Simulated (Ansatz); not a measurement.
# GaNH (quartet): the correlation ladder at a displaced geometry (v1), cc-pVDZ

Aim: climb from Hartree-Fock through coupled cluster and multireference methods for GaNH (quartet) at one geometry and basis, and see what each rung misses.

Program: Ansatz 0.2.0, Gaussian basis. Level of theory: cc-pVDZ, core rule «outside noble gas», up to 15 orbitals frozen. These are calculated values, not measurements.

To be run: UHF; CCSD(T) on ROHF; CCSD(T) on UHF; BCCD(T) on ROHF; CISD; CCSDT(Q) on ROHF; CCSDT(Q) on UHF; CASSCF and MRCISD+Q, 9 electrons in 9 orbitals; CASSCF and NEVPT2, 9 electrons in 9 orbitals.

25 further runs of the same task are left out: 1 for a mislabelled method, 6 for a known fault of the program, 6 that didn't finish, 12 set aside as unsound or not needed.

**1. The system**

The geometry is a PBE0/def2-TZVP stationary point (not a proven minimum) with its atoms shifted at random (size 0.040 Å). No spin-orbit coupling is included. The filled d shell of Ga may be among the frozen orbitals whatever the setting's name suggests; the logs give the count.

3 atoms, charge 0, spin multiplicity 4.

Atoms are counted from 1 here; the program's logs count them from 0.

Bond lengths: N1–Ga2 1.997 Å, Ga2–H3 1.688 Å. Angles: N1–Ga2–H3 112.7°.

Coordinates:

```
N     0.0001    0.1067    1.6717
Ga   -0.0007   -0.0426   -0.3201
H     0.0473    1.4615   -1.0857
```

**2. UHF**

The input, in.yaml:

```yaml
crystal:
  periodic: [false, false, false]
  atoms:
    - {symbol: N, position_ang: [0.000125, 0.106673, 1.671717]}
    - {symbol: Ga, position_ang: [-0.000708, -0.042558, -0.320137]}
    - {symbol: H, position_ang: [0.047256, 1.461540, -1.085672]}
basis:
  gaussian: {orbitals: cc-pVDZ}
magnetization: {spin_polarized: true, initial_magnetization: 3}
hamiltonian: {xc: hf}
output: {orbitals: {seedname: orbitals}}
```

Started as:

```console
ansatz run in.yaml --threads 1 --pin off --events-out ev --progress --plain --max-ram 2393MiB
```

After this run come: CCSD(T) on ROHF; CCSD(T) on UHF; BCCD(T) on ROHF; CISD; CCSDT(Q) on ROHF; CCSDT(Q) on UHF; CASSCF and MRCISD+Q, 9 electrons in 9 orbitals; CASSCF and NEVPT2, 9 electrons in 9 orbitals.

Before running them: what should the planned runs give, taken together? Wanted: UCCSDT(Q) below the RHF energy; RMP2 from UCCSDT(Q); UMP2 from UCCSDT(Q); RCCSD from UCCSDT(Q); RCCSD(T) from UCCSDT(Q); UCCSD(T) from UCCSDT(Q); RCCSDT(Q) from UCCSDT(Q); NEVPT2 valence from UCCSDT(Q); MRCISD+Q valence from UCCSDT(Q).

The runs gave:

```
                         quantity                                                  value
   UCCSDT(Q) below the RHF energy                                             -5.1213 eV
              RMP2 from UCCSDT(Q)                                           +98.9 kJ/mol
              UMP2 from UCCSDT(Q)                                           +98.4 kJ/mol
             RCCSD from UCCSDT(Q)                                           +16.3 kJ/mol
          RCCSD(T) from UCCSDT(Q)                                            +4.5 kJ/mol
          UCCSD(T) from UCCSDT(Q)                                            +3.8 kJ/mol
         RCCSDT(Q) from UCCSDT(Q)                                            +0.8 kJ/mol
    NEVPT2 valence from UCCSDT(Q)                                           +73.8 kJ/mol
  MRCISD+Q valence from UCCSDT(Q)                                            +2.3 kJ/mol
levels within 1 kcal/mol (43 meV)  UCCSD(T), RCCSDT, UCCSDT, RCCSDT(Q), MRCISD+Q valence
                    T1 diagnostic                                                  0.039
   effectively unpaired electrons                                                   3.02
```

In words: RCCSD(T) misses by +4.5 kJ/mol, 0.9 % of the correlation energy. One determinant dominates. Of the multireference levels listed MRCISD+Q valence comes nearest in total energy (+2.3 kJ/mol), which doesn't show that its space is the better one. These misses are within one basis, not against nature; the frozen cores of restricted and unrestricted runs differ, which can shift their rows.
